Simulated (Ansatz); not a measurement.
# PmBi: the cost of one run

Program: Ansatz 0.2.0. Level of theory: DFT PBE, scalar-relativistic, plane waves, PAW. These are calculated values, not measurements.

1 further run of the same task is left out (set aside as unsound or not needed). Runs told in other sessions of the task aren't counted.

### Step 1. The starting structure

The structure is cubic, space group Fm-3m (No. 225). The conventional cell has a = 6.440 Å, b = 6.440 Å, c = 6.440 Å, α = 90.00°, β = 90.00°, γ = 90.00°. Pm (site symmetry m-3m) has 6 Bi at 3.22 Å in its first shell of neighbours. Bi (site symmetry m-3m) has 6 Pm at 3.22 Å in its first shell of neighbours.

Structure file:

```
CELL_PARAMETERS angstrom
0.00000 3.22000 3.22000
3.22000 0.00000 3.22000
3.22000 3.22000 0.00000
ATOMIC_POSITIONS crystal
Pm 0.50000 0.50000 0.50000
Bi 0.00000 0.00000 0.00000
```

Starting moments: Pm 4.00 μB.

### Step 2. The first run

input.yaml reads:

```yaml
crystal:
  lattice:
    - [0.0, 3.22, 3.22]
    - [3.22, 0.0, 3.22]
    - [3.22, 3.22, 0.0]
  atoms:
    - { symbol: Pm, position: [0.5, 0.5, 0.5], spin: 4.0 }
    - { symbol: Bi, position: [0.0, 0.0, 0.0] }
basis:
  ecutwfc: 600
  ecutrho_ratio: 5
kpoints:
  mp_grid: { grid: [10, 10, 10] }
hamiltonian:
  xc: pbe
scf:
  occupations: { method: gaussian, width: 0.05 }
output:
  forces: true
  stress: true
  eigenvalues: true
  populations: true
magnetization:
  spin_polarized: true
```

Started as:

```sh
$ ansatz run input.yaml --threads 2 --pin off --max-ram 2662MiB --backend cpu --events-out ev --progress --plain --runs-dir out
```

**Question.** How long does this run take on 2 threads of Intel Xeon Platinum 8375C at 2.90GHz (Ice Lake), shared host, and how much memory does it need?

About 68 s, with a peak of 1.1 GiB.
